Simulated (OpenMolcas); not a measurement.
# Ta⁴⁺ in Cs2ZrCl6: CASSCF and CASPT2 levels and susceptibility

Which state of Ta⁴⁺ lies lowest among these ligands, how large is the field, and what χT follows?

Program: OpenMolcas 26.06. Level of theory: state-averaged CASSCF and CASPT2, spin-orbit coupling by RASSI with atomic mean-field integrals. These are calculated values, not measurements, unless marked.

## Step 1: Starting point

| Quantity | Value |
| --- | --- |
| Species | Ta⁴⁺ (tantalum, Z = 73, 69 electrons) |
| Basis | ANO-RCC-VTZP [8s7p5d3f2g1h], 212 functions with the ligands |
| Scalar Hamiltonian | DKH2, point nucleus |
| Inactive shells | 1s 2s 2p 3s 3p 3d 4s 4p 4d 4f 5s 5p of the metal, and all ligand shells |
| Active space | 1 electron in 5 orbitals (5d) |
| Some configurations of this space | 5d |
| Orbitals | optimised for each spin and parity, averaged over all roots |

The outer shells:

5d
```
5d [↑ ][  ][  ][  ][  ]
```

Ta⁴⁺ is taken with its 6 nearest chloride ions at 2.446 Å, on the cation site of Cs2ZrCl6 (a = 10.407 Å). The rest of the host is ab initio model potentials to 7.6 Å and point charges beyond; the distance is set by hand, nothing relaxes, and no local charge compensation is placed. Ligand basis ANO-RCC-VDZP.

```xyz
15

Ta    0.0000    0.0000    0.0000
Cl    2.4460    0.0000    0.0000
Cl    0.0000    2.4460    0.0000
Cl   -2.4460    0.0000    0.0000
Cl    0.0000   -2.4460    0.0000
Cl    0.0000    0.0000    2.4460
Cl    0.0000    0.0000   -2.4460
Cs    2.6018   -2.6018   -2.6018
Cs   -2.6018    2.6018    2.6018
Cs    2.6018   -2.6018    2.6018
Cs   -2.6018    2.6018   -2.6018
Cs    2.6018    2.6018   -2.6018
Cs   -2.6018   -2.6018    2.6018
Cs    2.6018    2.6018    2.6018
Cs   -2.6018   -2.6018   -2.6018
```

The work runs as a chain of OpenMolcas steps in one folder; each step below is one input file. Labels, J, g values, rates, χT and fits are worked out afterwards by a script from the matrices that RASSI stores.

## Step 2: One- and two-electron integrals

a.inp

```
&GATEWAY
Basis set
Ta.ANO-RCC-VTZP.
Ta1 0.0 0.0 0.0 Angstrom
End of basis
Basis set
Cl.ANO-RCC-VDZP.
L1 2.446000 0.000000 0.000000 Angstrom
L2 0.000000 2.446000 0.000000 Angstrom
L3 0.000000 0.000000 2.446000 Angstrom
End of basis
Basis set
Cs.EMB-AIMP.Seijo.0s.0s.ECP.Cs2ZrCl6.
PseudoCharge
* 4 symmetry-unique lattice sites within 7.6 angstrom
End of basis
Basis set
Cl.EMB-AIMP.Seijo.0s.0s.ECP.Cs2ZrCl6.
PseudoCharge
* 12 symmetry-unique lattice sites within 7.6 angstrom
End of basis
Basis set
Zr.EMB-AIMP.Seijo.0s.0s.ECP.Cs2ZrCl6.
PseudoCharge
* 6 symmetry-unique lattice sites within 7.6 angstrom
End of basis
Symmetry
XYZ
AngMom=0.0 0.0 0.0
AMFI
RICD
XField
1385 Angstrom 0
* Evjen-weighted lattice charges
&SEWARD
```

The run is started by

```bash
$ OMP_NUM_THREADS=1 MOLCAS_MEM=2457 MOLCAS_PROJECT=a pymolcas a.inp > a.log
```

## Step 3: Reference wave functions, doublets, 5 roots

a.inp

```
&RASSCF
FileOrb=start.orb
Symmetry=1
Spin=2
nActEl=1 0 0
Inactive=42 46
Ras2=5 0
CIRoot=5 5 1
SDav=5
CIMx=300
Iter=150 100
PrWF=0.3
OrbListing=Nothing
MaxOrb=0
LevShft=1.0
>>> COPY $Project.JobIph JOB001
```

start.orb holds start orbitals that the driver prepared beforehand, or those of the step before.

## Step 4: RASSI: spin-orbit coupling between the states

a.inp

```
&RASSI
NrOfJobIphs=1 5
1 2 3 4 5
IphNames
JOB001
EJob
SpinOrbit
DIPRint=1.0
SOCoupling=1000.0
Subsets=2
Property=9
'ANGMOM' 1 'ANGMOM' 2 'ANGMOM' 3 'MLTPL  1' 1 'MLTPL  1' 2 'MLTPL  1' 3
'AMFI' 1 'AMFI' 2 'AMFI' 3
SOProperty=3
'ANGMOM' 1 'ANGMOM' 2 'ANGMOM' 3
```

## Step 5: CASPT2: IPEA 0.25, imaginary shift 0.1 (56 orbitals frozen, the lowest in energy)

a.inp

```
>>> COPY JOB001 $Project.JobIph
&CASPT2
Multistate=5 1 2 3 4 5
NoMult
Frozen=29 27
IPEA=0.25
Imaginary=0.1
MaxIter=60
WThr=0.0 0.3 0.05
PrWF=0.5
NoMix
```

(Steps that only read results are left out.)

Before running it: what results should come out? Wanted: spin-free ground state; first state of the same spin within the active space; lowest level; next level.

**Answer**, as computed:

| quantity | value |
| --- | --- |
| method | SS-CASPT2, IPEA 0.25, imaginary shift 0.1 (56 orbitals frozen, the lowest in energy) |
| spin-free ground state | 2T2, 3-fold in its orbital part |
| first state of the same spin within the active space | 2E at 27900 cm⁻¹ |
| lowest level | 4-fold Γ8 |
| next level | 3310.9 cm⁻¹ |
| χT at 300 K | 0.05 cm³ K/mol |
| effective moment at 300 K | 0.61 μB |

Cost by method:

```csv
method,time of its own steps,time with the reference
A. CASSCF,68 s,68 s
"B. SS-CASPT2, IPEA 0.25, imaginary shift 0.1 (56 orbitals frozen, the lowest in energy)",2.2 min,3.3 min
```

Times are of one thread on a shared host.

In words: The spin-free ground state (2T2) is 3-fold and keeps the highest spin of the shell. χT at 300 K is 0.05, against 0.38 cm³ K/mol for the spin alone, so orbital moment lowers it. A ligand-field fit to the states below 45000 cm-1 gives 10Dq = 27939 cm-1, the gap between the two states. CASPT2 does not keep the components of a term degenerate, and the means are used. The frozen orbitals are chosen by energy, so an outer shell of the metal can be frozen while a deeper shell elsewhere is correlated. The bonds are covalent and no ligand orbital is active, so the numbers are rough.
